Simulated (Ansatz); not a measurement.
# BH₆NSi₂: one species, many methods

The task here is to estimate one member of a computed series from the others.

Computed with Ansatz 0.2.0, Gaussian basis. Level: functionals in def2-TZVPP, the program's frozen cores in correlated methods.

The runs, in order: LDA (SPW92), PBE-D4, revPBE-D4, BLYP-D4, r2SCAN-D4, B97M-V, PBE0-D4, B3LYP-D4, r2SCANh-D4, r2SCAN0-D4, HSE06-D4, BHLYP-D4, CAM-B3LYP-D4, LC-ωPBE, ωB97X-V, ωB97M-V, B2PLYP, PBE-QIDH; CCSD(T)/def2-SVP; CCSD(T)/def2-TZVPP; MP2/def2-QZVPP; extrapolation to the limit; RPA on PBE.

## Structure used throughout

The geometry comes from an earlier relaxation with PBE0-D4 in a triple-zeta def2 set; it is a stationary point, not always the lowest conformer.

SMILES `[SiH3][SiH]1BN1`, 10 atoms, charge 0, spin multiplicity 1.

Atoms are counted from 1 here; the program's logs count them from 0.

Bond lengths: Si1–Si2 2.333 Å, Si1–H5 1.490 Å, Si1–H6 1.489 Å, Si1–H7 1.487 Å, Si2–B3 1.940 Å, Si2–N4 1.767 Å, Si2–H8 1.491 Å, B3–N4 1.373 Å, B3–H9 1.187 Å, N4–H10 1.008 Å. Angles: Si2–Si1–H5 112.0°, Si2–Si1–H6 109.8°, Si2–Si1–H7 109.4°, H5–Si1–H6 108.0°, H5–Si1–H7 108.6°, H6–Si1–H7 108.9°, Si1–Si2–B3 125.3°, Si1–Si2–N4 115.4°, Si1–Si2–H8 112.2°, B3–Si2–N4 43.2°, B3–Si2–H8 122.4°, N4–Si2–H8 113.8°, Si2–B3–N4 61.7°, Si2–B3–H9 161.2°, N4–B3–H9 137.1°, Si2–N4–B3 75.1°, Si2–N4–H10 146.7°, B3–N4–H10 138.1°.

Coordinates:

```mol
BH6NSi2
  3D, bonds by distance, orders not assigned

 10 10  0  0  0  0  0  0  0  0999 V2000
   -1.4174    0.8532   -0.8064 Si  0  0
   -0.1409   -0.7426    0.3189 Si  0  0
    1.3744   -0.3602    1.4676 B   0  0
    1.6090   -0.5807    0.1334 N   0  0
   -1.4653    0.5966   -2.2731 H   0  0
   -2.8138    0.8378   -0.2907 H   0  0
   -0.8345    2.2029   -0.5797 H   0  0
   -0.6431   -2.1277    0.0929 H   0  0
    2.0178   -0.1160    2.4351 H   0  0
    2.3970   -0.6147   -0.4950 H   0  0
  1  2  8  0
  2  3  8  0
  3  4  8  0
  1  5  8  0
  1  6  8  0
  1  7  8  0
  2  8  8  0
  3  9  8  0
  4 10  8  0
  2  4  8  0
M  END
```

The first run:

The input, in.yaml:

```yaml
crystal:
  periodic: [false, false, false]
  atoms:
    - {symbol: Si, position_ang: [-1.417372, 0.853242, -0.806393]}
    - {symbol: Si, position_ang: [-0.140907, -0.742570, 0.318918]}
    - {symbol: B, position_ang: [1.374443, -0.360196, 1.467599]}
    - {symbol: N, position_ang: [1.608966, -0.580698, 0.133379]}
    - {symbol: H, position_ang: [-1.465337, 0.596615, -2.273105]}
    - {symbol: H, position_ang: [-2.813842, 0.837793, -0.290652]}
    - {symbol: H, position_ang: [-0.834516, 2.202891, -0.579717]}
    - {symbol: H, position_ang: [-0.643073, -2.127674, 0.092947]}
    - {symbol: H, position_ang: [2.017774, -0.115951, 2.435061]}
    - {symbol: H, position_ang: [2.396963, -0.614654, -0.495037]}
basis:
  gaussian: {orbitals: def2-TZVPP}
hamiltonian: {xc: lda}
output: {orbitals: {seedname: orbitals}}
```

Run with:

```
> ansatz run in.yaml --threads 2 --pin off --events-out ev --progress --plain --max-ram 4352MiB
```

Steps of the session up to this table: LDA; PBE-D4 (GGA); revPBE-D4 (GGA); BLYP-D4 (GGA); r2SCAN-D4 (meta-GGA); B97M-V (meta-GGA); B3LYP-D4 (hybrid); r2SCANh-D4 (hybrid); r2SCAN0-D4 (hybrid); HSE06-D4 (hybrid); BHLYP-D4 (hybrid); CAM-B3LYP-D4 (range-separated); LC-ωPBE (range-separated); ωB97X-V (range-separated); ωB97M-V (range-separated); B2PLYP (double hybrid); PBE-QIDH (double hybrid).

One table of the session follows, with a row left open; its other results are not shown here.

It belongs to the step «Frontier levels by functional». 

| functional | HOMO (eV) | gap (eV) |
| --- | --- | --- |
| LDA (SPW92) | -6.02 | 4.30 |
| PBE-D4 | -5.93 | 4.40 |
| revPBE-D4 | -5.89 | 4.44 |
| BLYP-D4 | -5.78 | 4.42 |
| r2SCAN-D4 | -6.12 | 4.84 |
| B97M-V | -6.21 | 4.79 |
| PBE0-D4 | -6.97 | 6.31 |
| B3LYP-D4 | -6.77 | 5.94 |
| r2SCANh-D4 | -6.51 | 5.53 |
| r2SCAN0-D4 | -7.09 | 6.56 |
| HSE06-D4 | ? | ? |
| BHLYP-D4 | -7.90 | 8.17 |
| CAM-B3LYP-D4 | -8.22 | 8.63 |
| LC-ωPBE | -9.52 | 11.01 |
| ωB97X-V | -9.19 | 10.58 |
| ωB97M-V | -9.00 | 10.12 |

Q: Estimate the row for HSE06-D4 from the others.

As computed: HOMO (eV): -6.58; gap (eV): 5.54. In the column «HOMO (eV)» it lies between B3LYP-D4 (-6.77) and r2SCANh-D4 (-6.51).
